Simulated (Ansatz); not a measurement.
# Hf2Ge3Ru: the cost of one run

Computed with Ansatz 0.2.0 (DFT PBE, scalar-relativistic, plane waves, PAW, unless a step's input says otherwise).

1 further run of the same task is left out (set aside as unsound or not needed).

### 1 The structure to begin with

Symmetry: P-4m2, No. 115, tetragonal system. The conventional cell has a = 3.604 Å, b = 3.604 Å, c = 7.899 Å, α = 90.00°, β = 90.00°, γ = 90.00°. Around Hf (site symmetry 2mm) lie 7 Ge at 2.71 to 2.78 Å and 2 Ru at 2.77 Å. Ge (site symmetry -4m2) is surrounded by 4 Ru at 2.55 Å and 4 Hf at 2.77 Å. Around Ge (site symmetry 2mm) lie 5 Hf at 2.71 to 2.78 Å. Ru (site symmetry -4m2) is surrounded by 4 Ge at 2.55 Å and 4 Hf at 2.77 Å.

Coordinates:

```
Hf Ge Ru
1.0
     3.60423    0.00000    0.00000
     0.00000    3.60423    0.00000
     0.00000    0.00000    7.89915
Hf Ge Ru
2 3 1
Direct
  0.00000 0.50000 0.73400
  0.50000 0.00000 0.26600
  0.50000 0.50000 0.00000
  0.00000 0.50000 0.38200
  0.50000 0.00000 0.61800
  0.00000 0.00000 0.00000
```

The cell is invented: species swapped into a database cell of Hf2CuSb3 (P-4m2, No. 115), with Ru on the Cu sites and Ge on the Sb sites. The dimensions are guesses.

### 2 A first look at the guess

The input, input.yaml:

```yaml
crystal:
  lattice:
    - [3.6042318, 0.0, 0.0]
    - [0.0, 3.6042318, 0.0]
    - [0.0, 0.0, 7.89914569]
  atoms:
    - { symbol: Hf, position: [0.0, 0.5, 0.73400003] }
    - { symbol: Hf, position: [0.5, 0.0, 0.26599997] }
    - { symbol: Ge, position: [0.5, 0.5, 0.0] }
    - { symbol: Ge, position: [0.0, 0.5, 0.382] }
    - { symbol: Ge, position: [0.5, 0.0, 0.618] }
    - { symbol: Ru, position: [0.0, 0.0, 0.0] }
basis:
  ecutwfc: 420
kpoints:
  mp_grid: { grid: [6, 6, 2] }
hamiltonian:
  xc: pbe
scf:
  occupations: { method: gaussian, width: 0.1 }
  lower_state_search: "off"
output:
  forces: true
  stress: true
  eigenvalues: true
```

Launch:

```bash
$ ansatz run input.yaml --threads 1 --pin off --max-ram 2560MiB --backend cpu --events-out ev --progress --plain --runs-dir out
```

Q: Estimate wall time and peak memory on 1 thread of Arm Neoverse V2, shared host.

About 11 s, with a peak of 0.4 GiB.
